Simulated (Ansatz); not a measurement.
## SrAlGe, space group P-6m2: a relaxation driven by ASE, step by step

Computed with the Python package of Ansatz (0.2.0).

Run as a notebook:

```python
import warnings

import ansatz
from ase import Atoms
from ase.calculators.calculator import Calculator, all_changes
from ase.optimize import BFGS
import numpy as np
```

```python
SETTINGS = {
    'functional': 'pbesol',
    'ecut': 470,
    'kgrid': (5, 5, 4),
    'width_ev': 0.1,
}


class AnsatzEngine(Calculator):
    implemented_properties = ['energy', 'free_energy', 'forces']

    def calculate(self, atoms=None, properties=('energy',), system_changes=all_changes):
        super().calculate(atoms, properties, system_changes)
        bare = self.atoms.copy()
        bare.set_constraint()
        bare.set_momenta(None)
        job = (
            ansatz.Crystal.from_ase(bare).calculation()
            .functional(SETTINGS['functional'])
            .pseudopotentials('paw')
            .basis(SETTINGS['ecut'])
            .kpoints(*SETTINGS['kgrid'])
            .occupations(ansatz.OccupationsMethod.COLD, width=SETTINGS['width_ev'])
            .forces()
        )
        report = job.run(threads=1).report
        self.results['free_energy'] = report['lagrangian_ev']
        self.results['energy'] = report.get('lagrangian_sigma0_ev', report['lagrangian_ev'])
        self.results['forces'] = np.array(report['forces_ev_ang'])
```

```python
warnings.simplefilter('ignore')
atoms = Atoms(
    ['Sr', 'Al', 'Ge'],
    cell=[(4.296519, 0.0, 0.0), (-2.14826, 3.720895, 0.0), (0.0, 0.0, 4.779022)],
    scaled_positions=[
        (0.0, 0.0, 0.0),
        (2 / 3, 1 / 3, 0.5),
        (1 / 3, 2 / 3, 0.5),
    ],
    pbc=True,
)
atoms.rattle(0.07, seed=3)
atoms.calc = AnsatzEngine()
before = atoms.get_potential_energy(), atoms.get_volume()
optimiser = BFGS(atoms, logfile=None)
```

```python
def tell():
    fmax = np.linalg.norm(atoms.get_forces(), axis=1).max()
    print(f'step {optimiser.nsteps:2d}  E = {atoms.get_potential_energy():.5f} eV  fmax = {fmax:.4f}  V = {atoms.get_volume():.3f} A^3')
```

```python
optimiser.attach(tell)
met = optimiser.run(fmax=0.02, steps=20)
print('threshold met:', bool(met), ' energy gained:', round(before[0] - atoms.get_potential_energy(), 5), 'eV')
print('cell lengths and angles:', np.round(atoms.cell.cellpar(), 3))
np.round(atoms.get_scaled_positions(), 4)
```

    step  0  E = -8271.60322 eV  fmax = 1.5221  V = 76.402 A^3
    step  1  E = -8271.64988 eV  fmax = 1.1340  V = 76.402 A^3
    step  2  E = -8271.71277 eV  fmax = 0.4001  V = 76.402 A^3
    step  3  E = -8271.71762 eV  fmax = 0.3515  V = 76.402 A^3
    step  4  E = -8271.72688 eV  fmax = 0.3914  V = 76.402 A^3
    step  5  E = -8271.73585 eV  fmax = 0.3220  V = 76.402 A^3
    step  6  E = -8271.74105 eV  fmax = 0.1346  V = 76.402 A^3
    step  7  E = -8271.74194 eV  fmax = 0.0465  V = 76.402 A^3
    step  8  E = -8271.74203 eV  fmax = 0.0249  V = 76.402 A^3
    step  9  E = -8271.74205 eV  fmax = 0.0165  V = 76.402 A^3
    threshold met: True  energy gained: 0.13883 eV
    cell lengths and angles: [  4.297   4.297   4.779  90.     90.    120.   ]
    array([[0.9978, 0.9968, 0.9981],
           [0.6644, 0.3307, 0.4975],
           [0.3309, 0.6637, 0.5   ]])

Caveats:
- Absolute energies stand on the zero of these potentials, so only differences at equal settings mean something. A total without «per atom» is that of the whole cell that was run.
- The mesh is modest for a metal, so energies can be off by several to tens of meV an atom and pressures by half a GPa or more; differences at equal mesh fare better.
- This cell is a computed structure, which may not be the phase found in nature.
- The whole script took 84 s on 1 thread of Arm Neoverse V1, with other jobs on the host, peak memory 0.51 GiB.
